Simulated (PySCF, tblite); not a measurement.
# C2H7N2Si2 radical: geometry, infrared bands and EPR parameters

What infrared bands and EPR parameters should C2H7N2Si2 radical (`C#C[SiH2][N][SiH2]N`) show?

The runs use tblite 0.8.0 and PySCF 2.14.0, with density-fitted response routines of our own; the level of theory stands in each step. All values are computed, except where a source is named. Atoms count from 0, in the outputs and in this text.

### Step 1. The starting structure

13 atoms, charge 0, multiplicity 2; geometry from: force field or distance geometry start.

Bonds of the start (Å): C0–C1 1.22, C1–Si2 1.86, Si2–N3 1.75, N3–Si4 1.73, Si4–N5 1.70, C0–H6 1.05, Si2–H7 1.49, Si2–H8 1.49, Si4–H9 1.48, Si4–H10 1.47, N5–H11 1.02, N5–H12 1.01.

### Step 2. Geometry optimisation with GFN2-xTB

Job settings and geometry (Å):

```
{"job": {"kind": "relax", "xc": "GFN2-xTB", "basis": "xTB"}, "charge": 0, "multiplicity": 2}
C      3.739200    -0.530900    -0.217600
C      2.648700    -0.004700    -0.112400
Si     0.975500     0.785500     0.078800
N     -0.276300    -0.437400     0.137500
Si    -1.831400     0.303900     0.318100
N     -2.720400    -1.148800     0.339300
H      4.679100    -0.997200    -0.321300
H      0.960800     1.609700     1.321900
H      0.743400     1.681700    -1.087200
H     -2.247000     1.060100    -0.885400
H     -2.020900     0.976200     1.611000
H     -2.255900    -1.677300     1.081800
H     -2.399300    -1.620200    -0.490000
```

Launch:

```sh
$ OMP_NUM_THREADS=1 python probes_run.py task.json out
```

This one command runs all jobs of the session in turn.

**Question.** This job is followed by: GFN2-xTB harmonic vibrations, gas phase; UKS B3LYP, pcH-1 on C H N Si, non-relativistic, mean-field spin-orbit, GIAO. Predict these results of the whole session: strongest single infrared mode (GFN2-xTB); zero-point energy (GFN2-xTB); g(iso) (B3LYP); ⟨S²⟩; largest a(iso) (averaged by class); surface potential, 1st and 99th percentile.

**Answer**, as computed:

| quantity | value |
| --- | --- |
| strongest single infrared mode (GFN2-xTB) | 2210 cm⁻¹, 347 km/mol |
| zero-point energy (GFN2-xTB) | 49.6 kcal/mol |
| g(iso) (B3LYP) | 2.00905 |
| ⟨S²⟩ | 0.754 (exact 0.75) |
| largest a(iso) (averaged by class) | 1H on H9, H10, 101.9 MHz |
| surface potential, 1st and 99th percentile | -1.41 V and 1.54 V |

What this shows: Over 87 steps the energy fell by 0.916 eV; of the close pairs, Si2–N3 changed most, 1.751 to 1.689 Å. No mode is imaginary among the 33: a minimum at this level. GFN2-xTB is a fitted tight-binding method: band positions and strengths are rough. Its intensities can rank the bands wrongly. Most of the unpaired spin sits on N3 (0.89 e). The isotropic g lies 6.7 ppt above the free-electron value.
